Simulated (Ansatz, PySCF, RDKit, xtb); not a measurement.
# SiPNH5O: a search for the lowest isomer

Given the formula SiPNH5O (odd number of electrons) and nothing else, which arrangement of the atoms is the most stable in the gas at 298.15 K, and what are its properties?

The funnel: GFN2-xTB relaxations, single points with a density functional, relaxations at B3LYP/6-31G*, harmonic vibrations, and a last energy at a higher level. All values are calculated.

5 further runs of the same task are left out: 5 set aside as unsound or not needed.

### 1 Drawing up candidates

A program enumerates the bonding patterns with one Lewis structure each (two rings at most, one unusual centre or charged pair), with their diastereomers. O–O, O–halogen and N–halogen bonds and N–N–N chains are not drawn. That gives 110 candidates.

c021 O[Si@@H]1N[P@H2]1; c034 O[SiH2][N]P; c039 ON[P][SiH3]; c044 NO[SiH]P; c049 [O-][P@H2+][N][SiH3]; c057 [O-][NH2+][P@H][SiH2]; c082 O[N-][P@H2+][SiH2]; c094 N=[SiH]O[P@H3]; c098 NO[P][SiH3]; c127 N[Si@H](O)[PH]; c134 O[P-][NH2+][SiH2]; c135 N[P@H](O)=[SiH]; c137 O[N][P@H][SiH3]; c143 O[P@@H]1N[SiH2]1; c145 [SiH3]O[N]P; c153 O[P@H][N][SiH3]; c161 [NH-][P@H2+][SiH]O; c163 O=N[P@H2][SiH3]; c177 [SiH3][N@]1O[P@H2]1; c189 [SiH3][P@@H]1NO1; c193 [NH][P@](O)[SiH3]; c206 [P@@H3][N@]1O[SiH2]1; c218 [SiH3][N]OP; c227 N=[Si](O)[P@H3]; c241 [O-][N@H+]([SiH2])P; c242 N[P@@H]1O[SiH2]1; c251 [SiH2]=NO[P@H3]; c253 [NH][Si@H](O)P; c268 [NH][P@H](=O)[SiH3]; c281 O/[SiH]=N/[P@H3]; c309 O[P@H2]N=[SiH2]; c313 O[NH2+][P-][SiH2]; c319 O[P@H]N[SiH2]; c320 N[SiH][P@H]O; c326 O[SiH2]N[PH]; c335 O[N][SiH2]P; c357 [SiH3]NO[PH]; c358 O=[SiH]N[P@H3]; c359 [P@H3][N@]1O[SiH2]1; c363 O[Si@H]1N[P@H2]1; and 70 more.

Candidates are built by distance geometry, with a force field where one applies, in up to four conformers (letters a to d). 10 starts with atoms placed at random are added, to find patterns that the rules miss.

### 2 Cheap relaxation of all starts

All 289 starts are relaxed the same way. One of them, c211 (atoms placed at random), in full:

start.xyz

```xyz
9
c211
N     -0.077480    -1.329200     0.000620
O     -0.755220     0.933720     0.484740
P      0.654000     0.250710    -1.127380
Si    -1.702500    -1.317630    -0.166970
H      0.896490    -0.581570    -0.038080
H     -1.797840     0.103320     0.077410
H      0.024520    -0.532150     0.515280
H     -1.291090     0.538940    -0.956000
H      0.508440    -0.453340    -2.086270
```

Run with:

```console
$ xtb start.xyz --gfn 2 --opt --uhf 1
```

The program printed, shortened:

```text
* xtb version 6.7.1
[...]
          :  # basis functions                  33          :
[...]
          :  # electrons                        25          :
[...]
          :  Hamiltonian                  GFN2-xTB          :
[...]
          :  net charge                          0          :
          :  unpaired electrons                  1          :
[...]
   *** convergence criteria satisfied after 18 iterations ***
[...]
   *** GEOMETRY OPTIMIZATION CONVERGED AFTER 65 ITERATIONS ***
[...]
   *** convergence criteria satisfied after 3 iterations ***
[...]
         ::                     SUMMARY                     ::
         :::::::::::::::::::::::::::::::::::::::::::::::::::::
         :: total energy             -13.719938734734 Eh    ::
         :: gradient norm              0.000784807803 Eh/a0 ::
         :: HOMO-LUMO gap              0.674325878643 eV    ::
         ::.................................................::
         :: SCC energy               -13.813489202400 Eh    ::
         :: -> isotropic ES            0.037232081348 Eh    ::
         :: -> anisotropic ES         -0.010829197735 Eh    ::
         :: -> anisotropic XC          0.001476056445 Eh    ::
         :: -> dispersion             -0.005781615683 Eh    ::
         :: repulsion energy           0.093550467666 Eh    ::
         :: add. restraining           0.000000000000 Eh    ::
         :: total charge              -0.000000000000 e     ::
         :::::::::::::::::::::::::::::::::::::::::::::::::::::
[...]
        13        1.0000           -0.2405549              -6.5458 (HOMO)
        14        0.0000           -0.2157739              -5.8715 (LUMO)
[...]
          | TOTAL ENERGY              -13.719938734734 Eh   |
          | GRADIENT NORM               0.000784807803 Eh/α |
          | HOMO-LUMO GAP               0.674325878643 eV   |
           -------------------------------------------------
[...]
```

Run time: 0.28 s. Hardware: 2 threads of Arm Neoverse V1, shared host.

### 3 Distinct minima at GFN2-xTB

289 of the 289 relaxations converged; 125 ended on a minimum already found. 164 distinct structures remain, the lowest 22 here:

```tsv
label	start	SMILES after	spin	energy (kcal/mol)	note
c935a	drawn	N[P]O[SiH3]	doublet	0.0	
c663c	drawn	N[SiH2]O[PH]	doublet	3.0	bonds changed
c938a	drawn	N[SiH2]O[PH]	doublet	4.1	
c938b	drawn	N[SiH2]O[PH]	doublet	5.0	
c326b	drawn	O[SiH2]N[PH]	doublet	9.7	
c326c	drawn	O[SiH2]N[PH]	doublet	10.1	
c510b	drawn	O[SiH2]N[PH]	doublet	10.8	bonds changed
c941c	drawn	O[P]N[SiH3]	doublet	15.1	
c803c	drawn	[NH][P@H]O[SiH3]	doublet	15.9	
c766a	drawn	[O][PH][NH][SiH3] ‡	doublet	16.2	
c941b	drawn	O[P]N[SiH3]	doublet	17.2	
c837b	drawn	[O][PH2][NH][SiH2] ‡	doublet	18.6	
c242b	drawn	N[P@H]O[SiH2]	doublet	19.5	bonds changed
c895b	drawn	[NH2][PH][SiH2][O] ‡	doublet	19.8	
c827a	drawn	N[P@H]O[SiH2]	doublet	20.4	
c837c	drawn	[O][PH2][NH][SiH2] ‡	doublet	20.6	
c827b	drawn	N[P@H]O[SiH2]	doublet	22.0	
c842b	drawn	N[SiH]OP	doublet	22.6	bonds changed
c251b	drawn	[NH]1[SiH2][O][PH2]1 ‡	doublet	22.9	bonds changed
c872b	drawn	N[SiH]OP	doublet	23.2	bonds changed
c872a	drawn	N[SiH]OP	doublet	23.4	bonds changed
c380b	drawn	[NH2][P]([O])[SiH3] ‡	doublet	23.5
```

‡ marks the bonded skeleton alone, with all bonds drawn single: no Lewis structure was assigned that passes a check against the bond lengths.

GFN2-xTB has no spin polarisation, so it can't rank spin states and is rough for open shells.

### 4 Screening with a density functional

A choice of the minima (the low ones first, few conformers of a pattern, up to a cap) and the lowest that fell apart get a single point at r2SCAN-D4/def2-SVP on the tight-binding geometry, and one at HF/STO-3G for comparison. Within 25 kcal/mol but not screened, among others: c938b, c510b, c827b, c872b, c872a, c380b, c034a. The first, c935a:

input.yaml

```yaml
crystal:
  periodic: [false, false, false]
  atoms:
    - {symbol: "N", position_ang: [-0.540051, 0.866542, 0.903231]}
    - {symbol: O, position_ang: [0.393582, -0.468273, -0.953052]}
    - {symbol: P, position_ang: [0.677451, 0.985884, -0.268388]}
    - {symbol: Si, position_ang: [0.911051, -1.563620, -2.041966]}
    - {symbol: H, position_ang: [-1.381890, 0.390507, 0.601681]}
    - {symbol: H, position_ang: [-0.738319, 1.722565, 1.399539]}
    - {symbol: H, position_ang: [2.231791, -2.042894, -1.642922]}
    - {symbol: H, position_ang: [-0.142695, -2.563552, -1.918877]}
    - {symbol: H, position_ang: [0.962534, -0.929216, -3.358338]}
basis:
  gaussian:
    orbitals: def2-SVP
magnetization:
  spin_polarized: true
  initial_magnetization: 1
hamiltonian:
  xc: {name: r2SCAN}
  dispersion: d4
scf:
  lower_state_search: off
```

Run with:

```console
$ ansatz run input.yaml --threads 2 --pin off --max-ram 4350MiB --events-out events.jsonl --progress --plain --runs-dir runs
```

The program printed, shortened:

```text
Warning: RAYON_NUM_THREADS=2 ignored (pool sized by the plan → 2); use --threads N
Functional definition: r2SCAN
  name "r2SCAN"
[...]
1008 factors; their error is unknown
[...]
mean field -20773.65520137 eV, -763.4177477612 hartree, gradient 6.9e-6 eV, S^2 0.755742; 0 other end points of the search recorded, 0 dependent functions left out
reference -20773.65521278 eV, -763.4177481803 hartree; 25, 24 occupied and 64, 65 virtual orbitals, 1008 factors
Total energy: -20773.70021283 eV, -763.4194019018 hartree
Checks for a lower state left out: stability, starts, cluster_reference, orbital_swaps, neighbouring_geometries, increment
```

Run time: 2.3 s. Hardware: 2 threads of Arm Neoverse V1, shared host.

Relative energies in kcal/mol, each column from its lowest structure that stays in one piece:

```tsv
label	SMILES	spin	GFN2-xTB	HF/STO-3G	r2SCAN-D4/def2-SVP
c326c	O[SiH2]N[PH]	doublet	10.1	0.0	0.0
c326b	O[SiH2]N[PH]	doublet	9.7	2.1	1.0
c663c	N[SiH2]O[PH]	doublet	3.0	3.1	1.3
c938a	N[SiH2]O[PH]	doublet	4.1	3.0	2.0
c935a	N[P]O[SiH3]	doublet	0.0	8.4	11.1
c842b	N[SiH]OP	doublet	22.6	24.6	16.8
c941c	O[P]N[SiH3]	doublet	15.1	4.9	18.7
c941b	O[P]N[SiH3]	doublet	17.2	7.1	19.7
c242b	N[P@H]O[SiH2]	doublet	19.5	35.6	25.0
c827a	N[P@H]O[SiH2]	doublet	20.4	34.5	25.6
c766a	[O][PH][NH][SiH3] ‡	doublet	16.2	42.6	27.2
c251b	[NH]1[SiH2][O][PH2]1 ‡	doublet	22.9	68.1	31.9
c803c	[NH][P@H]O[SiH3]	doublet	15.9	47.5	32.1
c837b	[O][PH2][NH][SiH2] ‡	doublet	18.6	115.7	35.2
c837c	[O][PH2][NH][SiH2] ‡	doublet	20.6	116.0	36.3
c895b	[NH2][PH][SiH2][O] ‡	doublet	19.8	63.7	41.7
c661a	[NH2][PH].[O][SiH2] ‡	doublet	23.8	80.8	42.4
```

‡ marks the bonded skeleton alone, with all bonds drawn single: no Lewis structure was assigned that passes a check against the bond lengths.

Measured from c326c, GFN2-xTB misplaces c895b by 32 kcal/mol against r2SCAN-D4/def2-SVP, so minima dropped on its energies alone could hide the lowest isomer.

### 5 A second chance for lost patterns

Some ordinary bonding patterns rearranged or fell apart under GFN2-xTB. Their starts are relaxed at r2SCAN-D4/def2-SVP instead (label ending in r). The first, c748ar:

input.yaml

```yaml
crystal:
  periodic: [false, false, false]
  atoms:
    - {symbol: "N", position_ang: [1.173406, -0.524552, 0.236940]}
    - {symbol: O, position_ang: [-1.294794, 0.902888, -0.086339]}
    - {symbol: P, position_ang: [-0.521637, -1.024440, -2.533493]}
    - {symbol: Si, position_ang: [0.096721, 0.362776, -0.908482]}
    - {symbol: H, position_ang: [1.342649, 0.214671, 1.033707]}
    - {symbol: H, position_ang: [0.582285, -1.270627, 0.674669]}
    - {symbol: H, position_ang: [0.809964, 1.474447, -1.470135]}
    - {symbol: H, position_ang: [-0.856150, -2.073369, -1.603305]}
    - {symbol: H, position_ang: [0.868977, -1.544688, -2.710995]}
basis:
  gaussian:
    orbitals: def2-SVP
magnetization:
  spin_polarized: true
  initial_magnetization: 1
relax:
  f_tol: 0.01
hamiltonian:
  xc: r2scan
  dispersion: d4
```

Run with:

```console
$ ansatz run input.yaml --threads 2 --pin off --max-ram 4350MiB --events-out events.jsonl --progress --plain --runs-dir runs
```

The program printed, shortened:

```text
Warning: RAYON_NUM_THREADS=2 ignored (pool sized by the plan → 2); use --threads N
[...]
[... 2 set-up lines as earlier in the session ...]
[...]
1008 factors; their error is unknown
[...]
mean field -20772.69776519 eV, -763.3825626306 hartree, gradient 5.4e-7 eV, S^2 0.756477; 4 other end points of the search recorded, 0 dependent functions left out
[...]
reference -20772.69777517 eV, -763.3825629971 hartree; 25, 24 occupied and 64, 65 virtual orbitals, 1008 factors
[...]
Atom 4 at     2.133797     0.468403     0.583795 Å, force    -0.001698    -0.002580     0.002148 eV/Å
Atom 5 at     1.317885    -0.923512     1.093886 Å, force     0.000175    -0.001164     0.000558 eV/Å
Atom 6 at     0.302236     1.591646    -1.146837 Å, force    -0.001059     0.000795    -0.000601 eV/Å
Atom 7 at    -1.149469    -0.837986    -3.102877 Å, force    -0.000274     0.000868    -0.000219 eV/Å
Atom 8 at    -0.399408    -2.384046    -1.874824 Å, force     0.000520     0.000371    -0.000274 eV/Å
Dipole moment:     0.596924    -0.047209     0.011777 e Å
```

It took 3.3 min on 2 threads of Arm Neoverse V1, shared host.

Energies at r2SCAN-D4/def2-SVP after that relaxation, from the lowest structure of the screen (which was not relaxed at this level):

```tsv
label	SMILES	spin	energy (kcal/mol)
c748ar	N[Si@H]([O])P	doublet	14.8
```

### 6 Refinement at B3LYP/6-31G*

6 candidates are relaxed at B3LYP/6-31G* (chosen among the lowest in one piece). The first, c326c:

input.yaml

```yaml
crystal:
  periodic: [false, false, false]
  atoms:
    - symbol: N
      position_ang: [0.207782, -0.662048, -1.669165]
    - symbol: O
      position_ang: [-1.101320, 1.441499, -2.793530]
    - symbol: P
      position_ang: [0.894860, -2.210515, -1.542058]
    - symbol: Si
      position_ang: [-0.119592, 0.201712, -3.151156]
    - symbol: H
      position_ang: [-1.977063, 1.307632, -2.441162]
    - symbol: H
      position_ang: [1.056513, 0.894893, -3.654414]
    - symbol: H
      position_ang: [-0.719328, -0.779416, -4.045601]
    - symbol: H
      position_ang: [0.217074, -0.110173, -0.825007]
    - symbol: H
      position_ang: [1.007229, -2.171256, -0.140385]
basis:
  gaussian: {orbitals: 6-31G_st_-spherical.json}
magnetization: {spin_polarized: true, initial_magnetization: 1}
relax: {f_tol: 0.003}
hamiltonian: {xc: {name: B3LYP}}
```

The basis set 6-31G* is read from a file made from the Basis Set Exchange's data (not shown).

Run with:

```console
$ ansatz run input.yaml --threads 2 --pin off --max-ram 4350MiB --events-out events.jsonl --progress --plain --runs-dir runs
```

The program printed, shortened:

```text
Warning: RAYON_NUM_THREADS=2 ignored (pool sized by the plan → 2); use --threads N
[...]
Functional definition: B3LYP
  name "B3LYP"
[...]
815 factors; integrals over basis functions are off by at most 5.8e-4 eV
[...]
mean field -20785.22552576 eV, -763.8429493398 hartree, gradient 3.1e-5 eV, S^2 0.753538; 0 other end points of the search recorded, 0 dependent functions left out
[...]
Atom 4 at    -2.162518     0.955401    -2.492261 Å, force    -0.000161    -0.000880     0.000154 eV/Å
Atom 5 at     0.993477     1.185083    -3.608454 Å, force    -0.000045     0.000545    -0.000136 eV/Å
Atom 6 at    -0.461192    -0.764415    -4.071081 Å, force    -0.000250    -0.000206    -0.000169 eV/Å
Atom 7 at     1.009931    -0.046915    -1.002620 Å, force     0.000515     0.001251    -0.000163 eV/Å
Atom 8 at     0.833754    -2.255249    -0.101442 Å, force    -0.000066    -0.000417     0.000166 eV/Å
Dipole moment:    -0.015564     0.068977     0.250462 e Å
```

Wall time 53 s (2 threads of Arm Neoverse V1, shared host).

Energy change by step (eV): 0.0000, -0.0961, -0.1253, -0.1412, -0.1566, -0.1316, -0.1759, -0.1807, -0.1791, -0.1832, -0.1840, -0.1844, -0.1843, -0.1845, -0.1846, -0.1846.

After the run. Bond lengths: N1–P3 1.733 Å, N1–Si4 1.750 Å, O2–Si4 1.663 Å, O2–H5 0.968 Å, Si4–H6 1.479 Å, Si4–H7 1.484 Å, N1–H8 1.016 Å, P3–H9 1.431 Å. Some angles: P3–N1–Si4 124.9°, N1–Si4–O2 114.5°, N1–P3–H9 95.4°, P3–N1–H8 117.3°, Si4–N1–H8 117.7°, N1–Si4–H6 109.2°, N1–Si4–H7 104.4°, O2–Si4–H6 103.4°, O2–Si4–H7 112.2°, Si4–O2–H5 116.6°.

### 7 After refinement

```tsv
label	spin	r2SCAN-D4/def2-SVP (kcal/mol)	B3LYP/6-31G*, relaxed (kcal/mol)	time
c938a	doublet	2.0	0.0	2.5 min
c663c	doublet	1.3	0.2	2.2 min
c326c	doublet	0.0	3.2	53 s
c326b	doublet	1.0	4.0	78 s
c935a	doublet	11.1	11.5	95 s
c748ar	doublet	14.8	22.0	29 s
```

c938a: Bond lengths: O2–P3 1.662 Å, N1–Si4 1.720 Å, O2–Si4 1.686 Å, N1–H5 1.013 Å, N1–H6 1.013 Å, Si4–H7 1.483 Å, Si4–H8 1.478 Å, P3–H9 1.434 Å. Some angles: P3–O2–Si4 129.0°, N1–Si4–O2 116.6°, O2–P3–H9 95.6°, N1–Si4–H7 106.3°, N1–Si4–H8 108.9°, O2–Si4–H7 108.2°, O2–Si4–H8 103.7°, Si4–N1–H5 121.0°, Si4–N1–H6 121.5°, H7–Si4–H8 113.3°.

c663c: Bond lengths: O2–P3 1.656 Å, N1–Si4 1.719 Å, O2–Si4 1.684 Å, Si4–H5 1.485 Å, Si4–H6 1.478 Å, N1–H7 1.013 Å, P3–H8 1.446 Å, N1–H9 1.013 Å. Some angles: P3–O2–Si4 134.4°, N1–Si4–O2 116.6°, O2–P3–H8 99.2°, N1–Si4–H5 106.6°, N1–Si4–H6 107.9°, O2–Si4–H5 107.5°, O2–Si4–H6 104.4°, Si4–N1–H7 120.8°, Si4–N1–H9 120.8°, H5–Si4–H6 114.2°.

c326c: Bond lengths: N1–P3 1.733 Å, N1–Si4 1.750 Å, O2–Si4 1.663 Å, O2–H5 0.968 Å, Si4–H6 1.479 Å, Si4–H7 1.484 Å, N1–H8 1.016 Å, P3–H9 1.431 Å. Some angles: P3–N1–Si4 124.9°, N1–Si4–O2 114.5°, N1–P3–H9 95.4°, P3–N1–H8 117.3°, Si4–N1–H8 117.7°, N1–Si4–H6 109.2°, N1–Si4–H7 104.4°, O2–Si4–H6 103.4°, O2–Si4–H7 112.2°, Si4–O2–H5 116.6°.

c326b: Bond lengths: N1–P3 1.733 Å, N1–Si4 1.751 Å, O2–Si4 1.662 Å, O2–H5 0.968 Å, Si4–H6 1.476 Å, Si4–H7 1.489 Å, N1–H8 1.015 Å, P3–H9 1.432 Å. Some angles: P3–N1–Si4 125.9°, N1–Si4–O2 114.8°, N1–P3–H9 95.4°, P3–N1–H8 117.4°, Si4–N1–H8 116.7°, N1–Si4–H6 110.0°, N1–Si4–H7 103.6°, O2–Si4–H6 103.7°, O2–Si4–H7 112.0°, Si4–O2–H5 116.9°.

### 8 Harmonic analysis of the finalists

The lowest few in one piece go on as finalists (c935a, c748ar drop out). Harmonic vibrations at B3LYP/6-31G* test each finalist and give the zero-point energy and the thermal terms. The first, c938a:

input.yaml

```yaml
crystal:
  periodic: [false, false, false]
  atoms:
    - {symbol: N, position_ang: [-1.319666, -2.936235, -0.657525]}
    - {symbol: O, position_ang: [-0.643510, -0.132888, -0.378698]}
    - {symbol: P, position_ang: [0.691087, 0.048455, -1.352908]}
    - {symbol: Si, position_ang: [-1.845036, -1.313998, -0.435914]}
    - {symbol: H, position_ang: [-1.096115, -3.289934, -1.579568]}
    - {symbol: H, position_ang: [-0.800208, -3.426722, 0.060309]}
    - {symbol: H, position_ang: [-2.743731, -1.006918, -1.575133]}
    - {symbol: H, position_ang: [-2.509462, -1.200487, 0.879531]}
    - {symbol: H, position_ang: [1.043930, 1.349603, -0.865174]}
basis:
  gaussian:
    orbitals: 6-31G_st_-spherical.json
magnetization:
  spin_polarized: true
  initial_magnetization: 1
hamiltonian:
  xc: {name: B3LYP}
scf:
  lower_state_search: "off"
phonons: {}
```

The basis set 6-31G* is read from a file made from the Basis Set Exchange's data (not shown).

Run with:

```console
$ ansatz run input.yaml --threads 2 --pin off --max-ram 4350MiB --events-out events.jsonl --progress --plain --runs-dir runs
```

The program printed, shortened:

```text
Warning: RAYON_NUM_THREADS=2 ignored (pool sized by the plan → 2); use --threads N
[... 2 set-up lines as earlier in the session ...]
[...]
814 factors; integrals over basis functions are off by at most 5.5e-4 eV
[...]
mean field -20785.54783376 eV, -763.8547939403 hartree, gradient 3.7e-6 eV, S^2 0.753507; 0 other end points of the search recorded, 0 dependent functions left out
[...]
Atom 7 at    -2.509462    -1.200487     0.879531 Å, force     0.000567    -0.000113     0.000003 eV/Å
Atom 8 at     1.043930     1.349603    -0.865174 Å, force    -0.000578     0.000289     0.000593 eV/Å
Dipole moment:     0.111196    -0.287268    -0.049855 e Å
Vibrations: 39.62 117.56 171.88 263.97 321.71 407.67 558.01 611.75 806.62 855.12 893.91 920.53 946.84 970.41 1042.42 1626.37 2273.72 2303.21 2340.26 3568.45 3660.64 cm⁻¹, zero-point energy 1.531247 eV
Checks for a lower state left out: stability, starts, cluster_reference, orbital_swaps, neighbouring_geometries, increment
```

It took 95 s on 2 threads of Arm Neoverse V1, shared host.

### 9 Zero-point energy and free-energy terms

At 298.15 K and 1 atm, ideal gas, rigid rotor and harmonic oscillator:

```tsv
label	SMILES	spin	point group	lowest mode (cm⁻¹)	zero-point (kcal/mol)	G − E (kcal/mol)
c938a	N[SiH2]O[PH]	doublet	C1	40	35.3	14.8
c663c	N[SiH2]O[PH]	doublet	C1	42	35.2	14.9
c326c	O[SiH2]N[PH]	doublet	C1	61	35.3	15.4
c326b	O[SiH2]N[PH]	doublet	C1	55	35.2	15.1
```

Chiral structures get −RT ln 2 for their mirror image.

### 10 Energies at the top level

Single points at CCSD(T)/def2-SVP + MP2/def2-TZVPP - MP2/def2-SVP on the refined geometries decide the order.

c938a, CCSD(T)/def2-SVP:

Edit input.yaml of step 8 so:

```diff
@@ -13,11 +13,5 @@
 basis:
-  gaussian:
-    orbitals: 6-31G_st_-spherical.json
-magnetization:
-  spin_polarized: true
-  initial_magnetization: 1
-hamiltonian:
-  xc: {name: B3LYP}
-scf:
-  lower_state_search: "off"
-phonons: {}
+  gaussian: {orbitals: def2-SVP}
+scf: {omitted_lower_state_checks: [cluster_reference]}
+magnetization: {spin_polarized: true, initial_magnetization: 1}
+correlation: {method: ccsd_t, frozen_orbitals: {P: 5, Si: 5, "N": 1, H: 0, O: 1}}
```

Run with:

```console
$ ansatz run input.yaml --threads 2 --pin off --max-ram 4350MiB --events-out events.jsonl --progress --plain --runs-dir runs
```

The program printed, shortened:

```text
Warning: RAYON_NUM_THREADS=2 ignored (pool sized by the plan → 2); use --threads N
Functional definition: HF
  name "HF"
[...]
853 factors; integrals over basis functions are off by at most 1.1e-3 eV
[...]
mean field -20725.55605015 eV, -761.6501365566 hartree, gradient 2.0e-6 eV, S^2 0.765846; 0 other end points of the search recorded, 0 dependent functions left out
12 core orbitals not correlated: weight in the atoms' cores, before any rotation towards them, 1.000 or more for the frozen orbitals, at most 0.000 for the correlated occupied ones
reference -20725.55605015 eV, -761.6501365566 hartree; 13, 12 occupied and 64, 65 virtual orbitals, 853 factors
second order -14.92006172 eV of doubles, -0.00000000 eV of singles
cycle   1  -15.59196574 eV  change   -6.7e-1 eV  update   1.0e-1
[...]
cycle  10  -16.18782906 eV  change    2.1e-5 eV  update   2.1e-5
perturbative correction -0.40703620 eV, -0.0149583043 hartree
Total energy: -20742.15091541 eV, -762.2599866064 hartree
Checks for a lower state left out: cluster_reference
```

Run time: 11 s. Hardware: 2 threads of Arm Neoverse V1, shared host.

### 11 c938a at MP2/def2-TZVPP

input.yaml

```yaml
crystal:
  periodic: [false, false, false]
  atoms:
    - {symbol: "N", position_ang: [-1.319666, -2.936235, -0.657525]}
    - {symbol: O, position_ang: [-0.643510, -0.132888, -0.378698]}
    - {symbol: P, position_ang: [0.691087, 0.048455, -1.352908]}
    - {symbol: Si, position_ang: [-1.845036, -1.313998, -0.435914]}
    - {symbol: H, position_ang: [-1.096115, -3.289934, -1.579568]}
    - {symbol: H, position_ang: [-0.800208, -3.426722, 0.060309]}
    - {symbol: H, position_ang: [-2.743731, -1.006918, -1.575133]}
    - {symbol: H, position_ang: [-2.509462, -1.200487, 0.879531]}
    - {symbol: H, position_ang: [1.043930, 1.349603, -0.865174]}
basis:
  gaussian:
    orbitals: def2-TZVPP
magnetization:
  spin_polarized: true
  initial_magnetization: 1
correlation:
  method: mp2
  frozen_orbitals: {P: 5, Si: 5, "N": 1, H: 0, O: 1}
```

Run with:

```console
$ ansatz run input.yaml --threads 2 --pin off --max-ram 4350MiB --events-out events.jsonl --progress --plain --runs-dir runs
```

The program printed, shortened:

```text
Warning: RAYON_NUM_THREADS=2 ignored (pool sized by the plan → 2); use --threads N
[... 2 set-up lines as earlier in the session ...]
[...]
1263 factors; integrals over basis functions are off by at most 1.2e-3 eV
[...]
mean field -20736.40865168 eV, -762.0489623067 hartree, gradient 1.6e-6 eV, S^2 0.774108; 0 other end points of the search recorded, 0 dependent functions left out
12 core orbitals not correlated: weight in the atoms' cores, before any rotation towards them, 1.000 or more for the frozen orbitals, at most 0.000 for the correlated occupied ones
reference -20736.40865168 eV, -762.0489623067 hartree; 13, 12 occupied and 191, 192 virtual orbitals, 1263 factors
second order -19.03709205 eV of doubles, -0.00000000 eV of singles
Total energy: -20755.44574374 eV, -762.7485625359 hartree
```

Wall time 6 s (2 threads of Arm Neoverse V1, shared host).

[end of part 1 of 2]
